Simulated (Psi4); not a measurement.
**B3LYP-D3(BJ)/3-21G (density fitting) run of BCl2F (dichlorofluoroborane)**

Aim: a geometry optimisation of BCl2F (dichlorofluoroborane). 

The calculation is run with Psi4 1.11.

## 1. Starting point

BCl2F: 4 atoms, total charge 0, spin state singlet. SMILES: `FB(Cl)Cl`. Geometry: a rough force-field guess. The run starts from this shape.

Bond lengths: F1–B2 1.477 Å, B2–Cl3 1.865 Å, B2–Cl4 1.913 Å. Angles: F1–B2–Cl3 121.2°, F1–B2–Cl4 117.2°, Cl3–B2–Cl4 121.5°.

## 2. A structure relaxation at B3LYP-D3(BJ)/3-21G (density fitting)

File job.in:

```
memory 1600 MB

molecule {
  0 1
  F      0.29744289    -2.49311568    -1.63366823
  B     -0.00642507    -0.17442172    -0.11054898
  Cl    -3.14960653     0.76779572     1.17559862
  Cl     2.96346851     1.78579119     0.53025715
  units au
  no_reorient
  no_com
}

set globals {
  basis        3-21G
  scf_type     df
  geom_maxiter 50
}

E = optimize('b3lyp-d3bj2b')
print_variables()
```

Started as:

```
$ psi4 -n 1 job.in job.out
```

Q: Predict the results. Wanted: total energy at the end; dipole moment; HOMO energy; LUMO energy; HOMO–LUMO gap; dispersion energy.

**Answer.** As computed:

Level: B3LYP-D3(BJ)/3-21G (density fitting).

```
               quantity           value
total energy at the end  -1040.14685 Eh
          dipole moment          0.34 D
            HOMO energy        -9.32 eV
            LUMO energy        -1.54 eV
          HOMO–LUMO gap         7.77 eV
      dispersion energy   -15.15 kJ/mol
```

At the final geometry: Bond lengths: F1–B2 1.341 Å, B2–Cl3 1.777 Å, B2–Cl4 1.777 Å. Angles: F1–B2–Cl3 119.5°, F1–B2–Cl4 119.4°, Cl3–B2–Cl4 121.1°. The optimisation took 8 steps and changed the energy by -0.658 eV.
